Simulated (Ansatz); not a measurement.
# ZrSnSe3: the cost of one run

Method: DFT PBE, scalar-relativistic, plane waves, PAW, in Ansatz 0.2.0.

## Step 1: The system as given

Symmetry: Pm-3m, No. 221, cubic system. Conventional cell: a = 5.070 Å, b = 5.070 Å, c = 5.070 Å, α = 90.00°, β = 90.00°, γ = 90.00°. Around Zr (site symmetry m-3m) lie 6 Se at 2.54 Å. Sn (site symmetry m-3m) has 12 Se at 3.59 Å as nearest neighbours. Around Se (site symmetry 4/mmm) lie 2 Zr at 2.54 Å and 4 Sn at 3.59 Å.

Coordinates:

```
CELL_PARAMETERS angstrom
5.07030 0.00000 0.00000
0.00000 5.07030 0.00000
0.00000 0.00000 5.07030
ATOMIC_POSITIONS crystal
Zr 0.50000 0.50000 0.50000
Sn 0.00000 0.00000 0.00000
Se 0.50000 0.50000 0.00000
Se 0.00000 0.50000 0.50000
Se 0.50000 0.00000 0.50000
```

The cell is invented: species swapped into a database cell of Pr3InN (Pm-3m, No. 221), with Se on the Pr sites, Sn on the In sites and Zr on the N sites. Its size is a rough estimate.

## Step 2: A first look at the guess

input.yaml reads:

```yaml
crystal:
  lattice:
    - [5.07029911, 0.0, 0.0]
    - [0.0, 5.07029911, 0.0]
    - [0.0, 0.0, 5.07029911]
  atoms:
    - { symbol: Zr, position: [0.5, 0.5, 0.5] }
    - { symbol: Sn, position: [0.0, 0.0, 0.0] }
    - { symbol: Se, position: [0.5, 0.5, 0.0] }
    - { symbol: Se, position: [0.0, 0.5, 0.5] }
    - { symbol: Se, position: [0.5, 0.0, 0.5] }
basis:
  ecutwfc: 420
kpoints:
  mp_grid: { grid: [4, 4, 4] }
hamiltonian:
  xc: pbe
scf:
  occupations: { method: gaussian, width: 0.1 }
  lower_state_search: "off"
output:
  forces: true
  stress: true
  eigenvalues: true
```

Run with:

```bash
ansatz run input.yaml --threads 1 --pin off --max-ram 2560MiB --backend cpu --events-out ev --progress --plain --runs-dir out
```

**Question.** How long does this run take on 1 thread of AMD EPYC 7R43 (Zen 3), shared host, and how much memory does it need?

About 4.1 s, with a peak of 0.47 GiB.
